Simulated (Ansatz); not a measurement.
# CrN2 (Pnnm) in Ansatz: band structure with PBEsol

Aim: the band structure of CrN2 with PBEsol.

Program: Ansatz 0.2.0. These are calculated values, not measurements. Logs are shortened: lines on timing, memory, paths and dates and some standing lists are left out, and cuts for length are marked.

**1. Starting point**

The structure is orthorhombic, space group Pnnm (No. 58). The conventional cell has a = 3.902 Å, b = 4.810 Å, c = 2.784 Å, α = 90.00°, β = 90.00°, γ = 90.00°. Around Cr (site symmetry 2/m) lie 6 N at 2.04 to 2.05 Å. Around N (site symmetry m) lie 1 N at 1.35 Å.

The cell comes from a database or a generator and needn't be the stable form of this composition.

**2. Band structure, PBEsol, collinear spin, ferromagnetic start**

input.yaml reads:

```yaml
crystal:
  lattice:
    - [3.901786, 0.0, 0.0]
    - [0.0, 4.809512, 0.0]
    - [0.0, 0.0, 2.78417]
  atoms:
    - { symbol: Cr, position: [0.0, 0.0, 0.0], spin: 3.0 }
    - { symbol: Cr, position: [0.5, 0.5, 0.5], spin: 3.0 }
    - { symbol: "N", position: [0.86617, 0.588775, 0.0] }
    - { symbol: "N", position: [0.13383, 0.411225, 0.0] }
    - { symbol: "N", position: [0.36617, 0.911225, 0.5] }
    - { symbol: "N", position: [0.63383, 0.088775, 0.5] }
hamiltonian:
  xc: pbesol
  pseudopotentials: { kind: paw }
magnetization:
  spin_polarized: true
kpoints:
  mp_grid: { grid: [7, 6, 10] }
  band_path:
    path:
      - [[0.0, 0.0, 0.0], [0.0, 0.0, 0.5], [0.5, 0.0, 0.5], [0.5, 0.0, 0.0], [0.0, 0.0, 0.0], [0.0, 0.5, 0.0], [0.0, 0.5, 0.5], [0.5, 0.5, 0.5], [0.5, 0.5, 0.0], [0.0, 0.5, 0.0]]
      - [[0.5, 0.0, 0.0], [0.5, 0.5, 0.0]]
      - [[0.0, 0.5, 0.5], [0.0, 0.0, 0.5]]
      - [[0.5, 0.0, 0.5], [0.5, 0.5, 0.5]]
    npoints: 14
scf:
  occupations: { method: fermi_dirac, width: 0.05 }
  n_extra_bands: 15
output:
  forces: true
  stress: true
  eigenvalues: true
  fatbands: true
  write_density: true
  write_potential: true
  elf: true
  volumetric_format: npy
```

Potentials or basis: Ansatz PAW.

The run is started by

```bash
> ansatz run input.yaml --threads 2 --pin off --max-ram 5632MiB --backend cpu --events-out ev --progress --plain --runs-dir out
```

The log of the run:

```text
Warning: RAYON_NUM_THREADS=2 ignored (pool sized by the plan → 2); use --threads N
scf.n_extra_bands = 15 over 24 filled bands (N_el = 48.0): the run solves 39 bands
Engine: ansatz 0.2.0, x86_64-unknown-linux-gnu
Pseudopotentials: kind: paw
Pseudopotential: Cr, paw, valence charge 14, recommended cutoff 420 eV (normal), Cr.paw.azcp
Pseudopotential: N, paw, valence charge 5, recommended cutoff 420 eV (normal), N.paw.azcp
Functional definition: PBEsol
  exchange = pbesol_x
  correlation = pbesol_c
Crystal: 6 atoms, lattice volume = 52.247 Å³
Basis set: ecut = 420 eV, 1017 PW (Γ), exchange–correlation on 54×72×40 points (8 copies of the dense FFT grid, shifted against one another)
Bands: 39, of which v1, the nominal top of the filled ones, is band 24 counted from 1 (23 counted from 0)
Symmetry: 8 space group operations
Space group: Pnnm (ITA 58), of the structure as read, at distance tolerance 3.7e-5 Å
Magnetic group: BNS 58.393 (UNI 491), of the structure as read, at distance tolerance 3.7e-5 Å
k-points: 96 of 420
Non-local potential: Cr, projectors of the file, l = 0: 3, l = 1: 2, l = 2: 3, l = 3: 1
Non-local potential: N, projectors of the file, l = 0: 2, l = 1: 2, l = 2: 1
PAW form: soft (Blöchl's): semilocal exchange-correlation on the pseudo side does not see the compensation charge
PAW frozen core: Cr, regenerated for the run's functional, and the local potential with it (the file was generated under x = pbe(κ = 0.804, μ = 0.2195149727645171), c = pbe(β = 0.06672455060314922))
PAW frozen core: N, regenerated for the run's functional, and the local potential with it (the file was generated under x = pbe(κ = 0.804, μ = 0.2195149727645171), c = pbe(β = 0.06672455060314922))
PAW one-centre angular grid: Cr, 590 points (default); XC on 64 Gauss nodes
PAW one-centre angular grid: N, 110 points (default); XC on 64 Gauss nodes
Initial density: superposition of atomic densities (chi_scale 0.1, normalization cell, long waves kept (reshape's long-wave potential 0.00 eV rms))
Starting moments: Σ|m| = 6 μB on 2 of 6 sites
Initial wavefunctions: pseudopotential atomic-orbital guess
Functional: x = pbesol(κ = 0.804, μ = 0.12345679012345678), c = pbesol(β = 0.046)
SCF iter   1: F=—  HF=-8214.785740 eV  |F-HF|=—  |Δ(HF+E_count)|=         —  Δρ=7.25e-2 (↑7.25e-2 ↓5.08e-2)  dr2=3.60e0  dr2_m=7.15e-1  M=4.202 μB ∫|m|=4.638 μB  β_m=0.30  ethr=3.10e-3  ⟨swp⟩=5.1  Hψ=25030  notcnv=0  defer=421
Mixer restart at iter 1: flushing history
preconditioner: auto → Kerker (q_TF=auto, 2.690 Å⁻¹)  [metal: Δε(μ)=0.009 eV  Ē_g=13.798 eV  σ=0.050 eV  W_gap=0.05  n_scr=16 (ndim 8)  ℏωp=29.1 eV  f_vac=0.000  D(μ)=1.30/eV (n_scr^D=8)]
spin=Collinear: Kerker preconditioning applied to the charge; magnetization (m = ρ↑ − ρ↓) channel mixes plain (no charge-response kernel on spin).
SCF iter   2: F=—  HF=-8213.903674 eV  |F-HF|=—  |Δ(HF+E_count)|=   8.82e-1  Δρ=4.16e-2 (↑4.16e-2 ↓3.54e-2)  dr2=1.19e0  dr2_m=2.82e-1  M=4.253 μB ∫|m|=4.787 μB  β_m=0.49  ethr=3.10e-3  ⟨swp⟩=2.2  Hψ=11042  notcnv=0  defer=1339
SCF iter   3: F=—  HF=-8213.392091 eV  |F-HF|=—  |Δ(HF+E_count)|=   5.12e-1  Δρ=1.24e-2 (↑1.21e-2 ↓1.24e-2)  dr2=1.41e-1  dr2_m=2.28e-2  M=4.249 μB ∫|m|=4.915 μB  β_m=0.63  ethr=2.48e-3  ⟨swp⟩=2.7  Hψ=10999  notcnv=0  defer=1339
SCF iter   4: F=—  HF=-8213.355418 eV  |F-HF|=—  |Δ(HF+E_count)|=         —  Δρ=3.25e-3 (↑3.25e-3 ↓2.99e-3)  dr2=1.15e-2  dr2_m=2.01e-3  M=4.235 μB ∫|m|=4.995 μB  β_m=0.63  ethr=2.93e-4  ⟨swp⟩=2.5  Hψ=12206  notcnv=0  defer=1337
Mixer restart at iter 4: flushing history
SCF iter   5: F=—  HF=-8213.358314 eV  |F-HF|=—  |Δ(HF+E_count)|=   2.90e-3  Δρ=1.81e-3 (↑1.81e-3 ↓1.49e-3)  dr2=5.63e-3  dr2_m=2.51e-4  M=4.234 μB ∫|m|=4.996 μB  β_m=0.82  ethr=2.39e-5  ⟨swp⟩=1.0  Hψ=7600  notcnv=0  defer=1337
SCF iter   6: F=—  HF=-8213.358773 eV  |F-HF|=—  |Δ(HF+E_count)|=   4.59e-4  Δρ=7.60e-4 (↑7.60e-4 ↓4.83e-4)  dr2=4.88e-4  dr2_m=2.92e-5  M=4.232 μB ∫|m|=4.999 μB  β_m=0.85  ethr=1.17e-5  ⟨swp⟩=2.4  Hψ=10978  notcnv=0  defer=1338
SCF iter   7: F=—  HF=-8213.358991 eV  |F-HF|=—  |Δ(HF+E_count)|=   2.18e-4  Δρ=2.00e-4 (↑2.00e-4 ↓1.86e-4)  dr2=7.29e-5  dr2_m=3.78e-6  M=4.233 μB ∫|m|=5.002 μB  β_m=0.85  ethr=1.02e-6  ⟨swp⟩=2.0  Hψ=12966  notcnv=0  defer=1338
SCF iter   8: F=—  HF=-8213.358999 eV  |F-HF|=—  |Δ(HF+E_count)|=   8.19e-6  Δρ=2.95e-4 (↑2.95e-4 ↓1.60e-4)  dr2=9.96e-5  dr2_m=2.50e-6  M=4.233 μB ∫|m|=5.001 μB  β_m=0.85  ethr=1.52e-7  ⟨swp⟩=2.0  Hψ=11617  notcnv=0  defer=1338
SCF iter   9: F=—  HF=-8213.359010 eV  |F-HF|=—  |Δ(HF+E_count)|=   1.12e-5  Δρ=4.10e-5 (↑4.10e-5 ↓3.54e-5)  dr2=1.24e-6  dr2_m=2.59e-7  M=4.233 μB ∫|m|=5.002 μB  β_m=0.93  ethr=1.52e-7  ⟨swp⟩=2.4  Hψ=11700  notcnv=0  defer=1338
SCF iter  10: F=—  HF=-8213.359011 eV  |F-HF|=—  |Δ(HF+E_count)|=   8.85e-7  Δρ=9.62e-6 (↑9.62e-6 ↓8.42e-6)  dr2=1.11e-7  dr2_m=1.86e-9  M=4.233 μB ∫|m|=5.002 μB  β_m=0.96  ethr=2.59e-9  ⟨swp⟩=2.2  Hψ=9944  notcnv=0  defer=1338
SCF iter  11: F=-8213.359011 eV  HF=-8213.359011 eV  |F-HF|=3.69e-8  |Δ(HF+E_count)|=   3.83e-8  Δρ=4.33e-6 (↑4.30e-6 ↓4.33e-6)  dr2=4.10e-8  dr2_m=3.04e-11  M=4.233 μB ∫|m|=5.002 μB  ethr=2.08e-10  ⟨swp⟩=10.3  Hψ=45965  notcnv=0
SCF 1 converged in 11 iterations: F = -8213.359011 eV  dr2 = 4.10e-8
NSCF: frozen V_eff on 172 k-points
SCF converged after 11 iterations
Magnetization: 4.2331 μB (26.1166 up, 21.8834 down)
Absolute magnetization: 5.0040 μB (∫|ρ↑−ρ↓|, with the PAW one-centre terms)
Spin contamination: 0.1583 ħ² per cell (⟨S²⟩ above its minimum at these occupations)
Per-site moments (μB) at R_I (Å): [(1.874840699616284, 0.8414829617259173), (1.8748406996162832, 0.8414829617259173), (-0.05892991592480816, 0.5564723882107674), (-0.05892991592480813, 0.5564723882107674), (-0.058929915924808375, 0.5564723882107675), (-0.0589299159248083, 0.5564723882107675)]
Free energy (F): -8213.359011 eV
Harris-Foulkes:  -8213.359011 eV  (|F-HF|=3.69e-8)
Internal energy: -8213.350743 eV  (E = F + TS)
E sigma→0 (E₀):  -8213.354877 eV
Entropy (-TS):   -0.008269 eV (-1.378 meV/atom)
Fermi energy:    13.482075 eV
--- Per-component energies (eV) ---
  E_band       = -369.613751
  E_kinetic    = 1200.879133
  E_local      = -3500.461859  (includes V_loc(G=0)·N_el)
  E_nonlocal   = 345.415737
  E_hartree    = 1395.509044
  E_xc         = -511.764234
  E_vxc        = -654.532241  (∫ρ·V_xc dr)
  E_paw        = -2823.590376  (= ΣΔE_a)
  E_vpaw       = -551.925836  (= ΣTr[D̂ρ^β])
  E_aug_tail   = 0.001071  (compensation charges beyond the density's cutoff)
  E_ewald      = -4319.771653
  E_core_change = 0.432394  (= ΣΔE_core)
  E_smearing   = -0.008269  (= −TS)
  E_closure    = 0.000000  (closes the sum)
  Σ components = -8213.359011   (vs F -8213.359011, Δ=0.00e0)
--- Forces (eV/Å), atoms counted from 1 ---
  atom   1  Cr     0.00000000     0.00000000     0.00000000
  atom   2  Cr    -0.00000000     0.00000000     0.00000000
  atom   3  N     -0.05271937    -0.03665003     0.00000000
  atom   4  N      0.05271937     0.03665003     0.00000000
  atom   5  N     -0.05271937     0.03665003     0.00000000
  atom   6  N      0.05271937    -0.03665003     0.00000000
  max |Σ_I F_I| component: 6.94e-18 eV/Å
--- Stress (GPa, compression-positive) ---
      -11.116752       0.000000       0.000000
        0.000000     -10.153000       0.000000
        0.000000       0.000000      -8.890219
  P = ⅓ Tr σ = -10.0533 GPa (-100.533 kbar)
--- Band table (eV; the first three rows and the last of 192) ---
  k-point 0 ↑: bands = ["-58.9989", "-58.9923", "-30.5315", "-30.4936", "-30.4243", "-30.4076", "-30.3730", "-30.3610", "-7.0125", "-6.0650", "2.0924", "2.6794", "5.8614", "5.8845", "7.4398", "8.7621", "9.0283", "9.4456", "9.4980", "10.5034", "11.0239", "11.0378", "12.1875", "12.3736", "12.7229", "12.7285", "12.9368", "13.0618", "16.5546", "18.4611", "18.5483", "19.1951", "21.6604", "22.1760", "22.3406", "24.2144", "25.4950", "27.5298", "28.1113"]
  k-point 1 ↑: bands = ["-58.9966", "-58.9903", "-30.5283", "-30.4919", "-30.4213", "-30.4051", "-30.3941", "-30.3828", "-6.9247", "-6.0138", "2.1205", "2.6482", "5.8962", "5.9960", "7.2556", "8.6969", "8.7222", "9.4060", "9.5524", "9.9188", "11.0155", "11.3347", "12.3856", "12.5653", "12.7281", "12.9559", "12.9778", "13.0133", "16.5468", "18.2068", "18.2400", "19.1000", "21.8504", "22.3677", "22.4072", "24.6587", "25.7760", "27.7602", "27.8328"]
  k-point 2 ↑: bands = ["-58.9905", "-58.9852", "-30.5197", "-30.4882", "-30.4488", "-30.4394", "-30.4132", "-30.3988", "-6.6805", "-5.8813", "2.1886", "2.5664", "5.9184", "6.2827", "6.9117", "7.6347", "8.5110", "8.9549", "9.8549", "9.8774", "10.8866", "11.9575", "12.3593", "12.7217", "12.8073", "12.9027", "13.3460", "13.4910", "16.5250", "17.5218", "17.6197", "18.7735", "22.2018", "22.5168", "22.7765", "25.7491", "26.5753", "27.0795", "28.0914"]
  k-point 95 ↓: bands = ["-56.7085", "-56.7085", "-28.6163", "-28.6163", "-28.2477", "-28.2477", "-27.9478", "-27.9478", "-5.7943", "-5.7943", "2.3677", "2.3677", "5.7786", "5.7786", "6.9554", "6.9554", "7.8309", "7.8309", "10.9980", "10.9980", "12.3586", "12.3586", "14.8871", "14.8871", "15.0013", "15.0013", "16.1250", "16.1250", "17.7147", "17.7147", "18.8908", "18.8908", "22.1030", "22.1030", "25.9127", "25.9127", "26.6683", "26.6683", "27.7187"]
```

Wall time 24 s (2 threads of AMD EPYC 7R43 (Zen 3), shared host); peak memory 0.62 GiB.

What came out:

```
Free energy            : -8213.3590 eV
Pressure               : -10.1 GPa
Largest force          : 0.064 eV/Å
Band gap on the k mesh : none (metal or under the smearing width)
Net moment             : 4.23 μB per cell
Absolute moment        : 5.00 μB per cell
Site moments           : Cr +1.87; N -0.06 μB
```

Forces on the atoms (eV/Å):
```
Cr   0.000  0.000  0.000
Cr   0.000  0.000  0.000
N   -0.053 -0.037  0.000
N    0.053  0.037  0.000
N   -0.053  0.037  0.000
N    0.053 -0.037  0.000
```

Levels at the corners of the path, in eV from the Fermi level:
Spin up:
```tsv
point	band 23	band 24	band 25	band 26	band 27	band 28	band 29	band 30
Γ	-1.29	-1.11	-0.76	-0.75	-0.55	-0.42	3.07	4.98
X	-1.07	-1.07	0.44	0.44	0.70	0.70	2.66	2.66
S	-1.44	-1.44	-0.76	-0.76	1.09	1.09	3.36	3.36
Y	-1.01	-1.01	-0.50	-0.50	1.83	1.83	2.34	2.34
Γ	-1.29	-1.11	-0.76	-0.75	-0.55	-0.42	3.07	4.98
Z	-1.08	-1.08	-0.24	-0.24	0.21	0.21	2.83	2.83
U	-1.09	-1.09	-0.07	-0.07	0.71	0.71	2.16	2.16
R	-1.08	-1.08	-0.42	-0.42	0.91	0.91	3.27	3.27
T	-0.53	-0.53	0.33	0.33	1.75	1.75	2.00	2.00
Z	-1.08	-1.08	-0.24	-0.24	0.21	0.21	2.83	2.83
Y	-1.01	-1.01	-0.50	-0.50	1.83	1.83	2.34	2.34
T	-0.53	-0.53	0.33	0.33	1.75	1.75	2.00	2.00
U	-1.09	-1.09	-0.07	-0.07	0.71	0.71	2.16	2.16
X	-1.07	-1.07	0.44	0.44	0.70	0.70	2.66	2.66
S	-1.44	-1.44	-0.76	-0.76	1.09	1.09	3.36	3.36
R	-1.08	-1.08	-0.42	-0.42	0.91	0.91	3.27	3.27
```
Spin down:
| point | band 18 | band 19 | band 20 | band 21 | band 22 | band 23 | band 24 | band 25 | band 26 | band 27 |
| --- | --- | --- | --- | --- | --- | --- | --- | --- | --- | --- |
| Γ | -3.80 | -3.35 | -3.18 | -1.63 | -1.58 | 0.49 | 0.50 | 1.16 | 1.61 | 2.18 |
| X | -5.71 | -1.85 | -1.85 | -1.42 | -1.42 | 1.47 | 1.47 | 1.68 | 1.68 | 2.63 |
| S | -5.33 | -3.27 | -3.27 | -2.34 | -2.34 | 0.55 | 0.55 | 1.99 | 1.99 | 2.77 |
| Y | -4.76 | -1.28 | -1.28 | 0.02 | 0.02 | 0.72 | 0.72 | 1.87 | 1.87 | 3.02 |
| Γ | -3.80 | -3.35 | -3.18 | -1.63 | -1.58 | 0.49 | 0.50 | 1.16 | 1.61 | 2.18 |
| Z | -3.84 | -2.31 | -2.31 | -1.45 | -1.45 | 0.92 | 0.92 | 1.82 | 1.82 | 2.28 |
| U | -5.96 | -1.11 | -1.11 | -0.07 | -0.07 | 0.92 | 0.92 | 1.41 | 1.41 | 2.59 |
| R | -5.64 | -2.53 | -2.53 | -1.18 | -1.18 | 1.43 | 1.43 | 1.50 | 1.50 | 2.65 |
| T | -4.84 | -0.08 | -0.08 | 0.31 | 0.31 | 1.57 | 1.57 | 1.64 | 1.64 | 2.01 |
| Z | -3.84 | -2.31 | -2.31 | -1.45 | -1.45 | 0.92 | 0.92 | 1.82 | 1.82 | 2.28 |
| Y | -4.76 | -1.28 | -1.28 | 0.02 | 0.02 | 0.72 | 0.72 | 1.87 | 1.87 | 3.02 |
| T | -4.84 | -0.08 | -0.08 | 0.31 | 0.31 | 1.57 | 1.57 | 1.64 | 1.64 | 2.01 |
| U | -5.96 | -1.11 | -1.11 | -0.07 | -0.07 | 0.92 | 0.92 | 1.41 | 1.41 | 2.59 |
| X | -5.71 | -1.85 | -1.85 | -1.42 | -1.42 | 1.47 | 1.47 | 1.68 | 1.68 | 2.63 |
| S | -5.33 | -3.27 | -3.27 | -2.34 | -2.34 | 0.55 | 0.55 | 1.99 | 1.99 | 2.77 |
| R | -5.64 | -2.53 | -2.53 | -1.18 | -1.18 | 1.43 | 1.43 | 1.50 | 1.50 | 2.65 |

Caveat: the pressure holds a Pulay correction of +0.8 GPa for the finite cutoff; only a ferromagnetic start was run, and an antiferromagnetic order may lie lower in energy; the PAW data sets come from PBE, with cores solved anew for the run's functional, which leaves a small shift of forces and pressure.
